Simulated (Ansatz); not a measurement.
# CCSD(T)/def2-TZVPPD run of P2 (diphosphorus)

Aim: the electronic atomisation energy of P2 (diphosphorus) at CCSD(T)/def2-TZVPPD, from 2 runs. 

The calculation is run with Ansatz 0.2.0.

16 further runs of the same task are left out: 16 set aside as unsound or not needed.

## Step 1: The system as given

P2: 2 atoms, total charge 0, spin state singlet. As SMILES, `P#P`. The bond length is the measured one.

Bond lengths: P1–P2 1.893 Å.

## Step 2: The energy at CCSD(T)/def2-TZVPPD

File job.yaml:

```yaml
crystal:
  periodic: [false, false, false]
  atoms:
    - {symbol: P, position_ang: [0.000000, 0.000000, 0.000000]}
    - {symbol: P, position_ang: [0.000000, 0.000000, 1.893400]}
basis:
  gaussian: {orbitals: def2-TZVPPD.json}
correlation: {method: ccsd_t, frozen_orbitals: {P: 5}}
accuracy: high
scf: {omitted_lower_state_checks: [cluster_reference, increment]}
```

The basis set def2-TZVPPD is read from a file made from the Basis Set Exchange's data (not shown).

Launch:

```console
$ ansatz run job.yaml --threads 1 --pin off --max-ram 3480MiB --events-out events.jsonl --progress --plain --runs-dir runs
```

What it wrote:

```text
Warning: RAYON_NUM_THREADS=1 ignored (pool sized by the plan → 1); use --threads N
Functional definition: HF
  name "HF"
  exchange = exact_x
  correlation = 0
these checks for a lower state are left out or cut short: cluster_reference, increment
1257 factors; integrals over basis functions are off by at most 3.3e-9 eV
mean field evaluation 1: about -18543.7981 eV, gradient 8.2e0 eV
mean field evaluation 2: about -18543.8014 eV, gradient 8.2e0 eV
mean field evaluation 4: about -18544.0430 eV, gradient 8.1e-1 eV
mean field evaluation 8: about -18544.0461 eV, gradient 1.7e-4 eV
mean field -18544.04606733 eV, -681.4811233686 hartree, gradient 2.7e-8 eV, S^2 0.000000; 0 other end points of the search recorded, 0 dependent functions left out; unrestricted orbitals would lower it
10 core orbitals not correlated: weight in the atoms' cores, before any rotation towards them, 1.000 or more for the frozen orbitals, at most 0.000 for the correlated occupied ones
reference -18544.04606733 eV, -681.4811233686 hartree; 5, 5 occupied and 81, 81 virtual orbitals, 1257 factors
second order -7.62425042 eV of doubles, -0.00000000 eV of singles
cycle   1  -7.69128088 eV  change   -6.7e-2 eV  update   9.6e-2
cycle   2  -8.00245836 eV  change   -3.1e-1 eV  update   3.3e-2
cycle   3  -8.07634537 eV  change   -7.4e-2 eV  update   1.5e-2
cycle   4  -8.07761923 eV  change   -1.3e-3 eV  update   3.8e-3
cycle   5  -8.07906987 eV  change   -1.5e-3 eV  update   1.1e-3
cycle   6  -8.07910300 eV  change   -3.3e-5 eV  update   3.6e-4
cycle   7  -8.07920544 eV  change   -1.0e-4 eV  update   9.4e-5
cycle   8  -8.07926058 eV  change   -5.5e-5 eV  update   2.8e-5
cycle   9  -8.07925353 eV  change    7.0e-6 eV  update   8.5e-6
cycle  10  -8.07925448 eV  change   -9.4e-7 eV  update   2.4e-6
cycle  11  -8.07925586 eV  change   -1.4e-6 eV  update   6.0e-7
cycle  12  -8.07925560 eV  change    2.6e-7 eV  update   1.8e-7
cycle  13  -8.07925571 eV  change   -1.1e-7 eV  update   6.1e-8
cycle  14  -8.07925572 eV  change   -1.2e-8 eV  update   3.8e-8
cycle  15  -8.07925575 eV  change   -2.5e-8 eV  update   2.7e-8
cycle  16  -8.07925500 eV  change    7.4e-7 eV  update   2.0e-7
cycle  17  -8.07925514 eV  change   -1.4e-7 eV  update   7.2e-8
cycle  18  -8.07925502 eV  change    1.2e-7 eV  update   3.6e-8
cycle  19  -8.07925501 eV  change    1.8e-8 eV  update   1.0e-8
cycle  20  -8.07925501 eV  change  -2.7e-10 eV  update   3.1e-9
cycle  21  -8.07925501 eV  change  -1.3e-10 eV  update   1.6e-9
cycle  22  -8.07925501 eV  change  -8.7e-10 eV  update  8.0e-10
cycle  23  -8.07925501 eV  change  -2.6e-10 eV  update  3.0e-10
perturbative correction -0.59841801 eV, -0.0219914563 hartree
Total energy: -18552.72374035 eV, -681.8000219702 hartree
Checks for a lower state left out: cluster_reference, increment
```

Run time: 4.2 s. Hardware: 1 thread of Intel Xeon Platinum 8488C (Sapphire Rapids), shared host; peak memory 0.43 GiB.

## Step 3: The P atom at the same level

File molecule.yaml:

```yaml
basis:
  gaussian:
    orbitals: def2-TZVPPD.json
crystal:
  periodic: [false, false, false]
  atoms:
    - {symbol: P, position_ang: [0.000000, 0.000000, 0.000000]}
magnetization:
  spin_polarized: true
  initial_magnetization: 3
correlation:
  method: ccsd_t
  frozen_orbitals: {P: 5}
accuracy: high
scf:
  omitted_lower_state_checks: [cluster_reference, increment]
```

The basis set def2-TZVPPD is read from a file made from the Basis Set Exchange's data (not shown).

Run the same way, it converges to -340.81542 Eh (log not shown).

## Step 4: Outcome

Level: CCSD(T)/def2-TZVPPD, 10 core orbitals frozen.

```
                                              quantity          value
                                molecule: total energy  -681.80002 Eh
molecule: correlation energy (10 core orbitals frozen)     -318.9 mEh
                              molecule: (T) correction     -21.99 mEh
                               molecule: T1 diagnostic          0.017
                                  P atom: total energy  -340.81542 Eh
   P atom: correlation energy (5 core orbitals frozen)     -105.4 mEh
                                P atom: (T) correction      -3.94 mEh
             P atom: ⟨S²⟩ of the reference determinant          3.751
                                 P atom: T1 diagnostic          0.005
                         electronic atomisation energy       4.604 eV
```

Taking the molecule apart into free atoms costs 4.60 eV (444 kJ/mol), before zero-point energy and without spin-orbit coupling. The restricted solution (molecule) is unstable to spin breaking: an unrestricted one lies lower. The triples (molecule) make up 6.9 % of the correlation energy. The triples (P atom) make up 3.7 % of the correlation energy.
